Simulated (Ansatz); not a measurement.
**C4H4O2Zr: up Jacob's ladder to CCSD(T)**

One table from this session's results is given with a row withheld; the runs are named, their logs left out.

Computed with Ansatz 0.2.0, Gaussian basis. Level: functionals in def2-TZVPP, the program's frozen cores in correlated methods.

The runs, in order: LDA (SPW92), PBE-D4, revPBE-D4, BLYP-D4, r2SCAN-D4, B97M-V, PBE0-D4, B3LYP-D4, r2SCANh-D4, r2SCAN0-D4, HSE06-D4, BHLYP-D4, CAM-B3LYP-D4, LC-ωPBE, ωB97X-V, ωB97M-V, B2PLYP, PBE-QIDH; CCSD(T)/def2-SVP; CCSD(T)/def2-TZVPP; MP2/def2-QZVPP; extrapolation to the limit; RPA on PBE.

### Structure used throughout

The geometry comes from an earlier relaxation with PBE0-D4 in a triple-zeta def2 set; it is a stationary point, not always the lowest conformer. Zr takes the def2 core potential; no spin-orbit term is included.

11 atoms, charge 0, spin multiplicity 1.

Atoms are counted from 1 here; the program's logs count them from 0.

Bond lengths: C1–C2 1.216 Å, C1–H8 1.067 Å, C2–Zr3 2.200 Å, Zr3–O4 1.901 Å, Zr3–O5 1.901 Å, Zr3–C6 2.200 Å, O4–H9 0.953 Å, O5–H10 0.953 Å, C6–C7 1.216 Å, C7–H11 1.067 Å. Angles: C2–C1–H8 179.8°, C1–C2–Zr3 178.4°, C2–Zr3–O4 108.4°, C2–Zr3–O5 108.4°, C2–Zr3–C6 110.5°, O4–Zr3–O5 112.8°, O4–Zr3–C6 108.4°, O5–Zr3–C6 108.4°, Zr3–O4–H9 166.8°, Zr3–O5–H10 166.8°, Zr3–C6–C7 178.4°, C6–C7–H11 179.8°.

The first run:

Contents of in.yaml:

```yaml
crystal:
  periodic: [false, false, false]
  atoms:
    - {symbol: C, position_ang: [0.538183, -0.930422, -2.937660]}
    - {symbol: C, position_ang: [0.409583, -0.741314, -1.743765]}
    - {symbol: Zr, position_ang: [0.152009, -0.344571, 0.404400]}
    - {symbol: O, position_ang: [-0.986537, -1.683419, 1.129060]}
    - {symbol: O, position_ang: [1.869273, -0.317622, 1.219391]}
    - {symbol: C, position_ang: [-0.795321, 1.615754, 0.717502]}
    - {symbol: C, position_ang: [-1.320239, 2.703261, 0.857047]}
    - {symbol: H, position_ang: [0.649272, -1.092699, -3.986446]}
    - {symbol: H, position_ang: [-1.384086, -2.397827, 1.618958]}
    - {symbol: H, position_ang: [2.648954, -0.469501, 1.746129]}
    - {symbol: H, position_ang: [-1.781081, 3.658380, 0.975365]}
basis:
  gaussian: {orbitals: def2-TZVPP}
hamiltonian: {xc: lda}
output: {orbitals: {seedname: orbitals}}
```

On the command line:

```console
ansatz run in.yaml --threads 2 --pin off --events-out ev --progress --plain --max-ram 22528MiB --backend cuda --devices 0, --max-vram 18GiB
```

Steps of the session up to this table: LDA; PBE-D4 (GGA); revPBE-D4 (GGA); BLYP-D4 (GGA); r2SCAN-D4 (meta-GGA); B97M-V (meta-GGA); B3LYP-D4 (hybrid); r2SCANh-D4 (hybrid); r2SCAN0-D4 (hybrid); HSE06-D4 (hybrid); BHLYP-D4 (hybrid); CAM-B3LYP-D4 (range-separated); LC-ωPBE (range-separated); ωB97X-V (range-separated); ωB97M-V (range-separated); B2PLYP (double hybrid); PBE-QIDH (double hybrid).

One of the session's tables, all rows but one given; the rest of the session is left out.

It belongs to the step «Orbital energies across the functionals». 

```
  functional  HOMO (eV)  LUMO (eV)  gap (eV)
 LDA (SPW92)      -6.81      -2.77      4.04
      PBE-D4      -6.60      -2.51      4.08
   revPBE-D4      -6.52      -2.41      4.11
     BLYP-D4      -6.42      -2.39      4.03
   r2SCAN-D4      -6.83      -2.36      4.48
      B97M-V      -6.78      -2.32      4.45
     PBE0-D4      -7.77      -1.73      6.05
    B3LYP-D4      -7.52      -1.93      5.58
  r2SCANh-D4      -7.27      -2.07      5.20
  r2SCAN0-D4      -7.94      -1.64      6.30
    HSE06-D4          ?          ?         ?
    BHLYP-D4      -8.77      -0.81      7.97
CAM-B3LYP-D4      -9.09      -0.69      8.40
     LC-ωPBE     -10.53       0.45     10.98
     ωB97X-V     -10.11       0.35     10.46
     ωB97M-V      -9.99       0.23     10.22
```

**Question.** Estimate the row for HSE06-D4.

As computed: HOMO (eV): -7.37; LUMO (eV): -2.10; gap (eV): 5.27. In the column «HOMO (eV)» it lies between B3LYP-D4 (-7.52) and r2SCANh-D4 (-7.27).
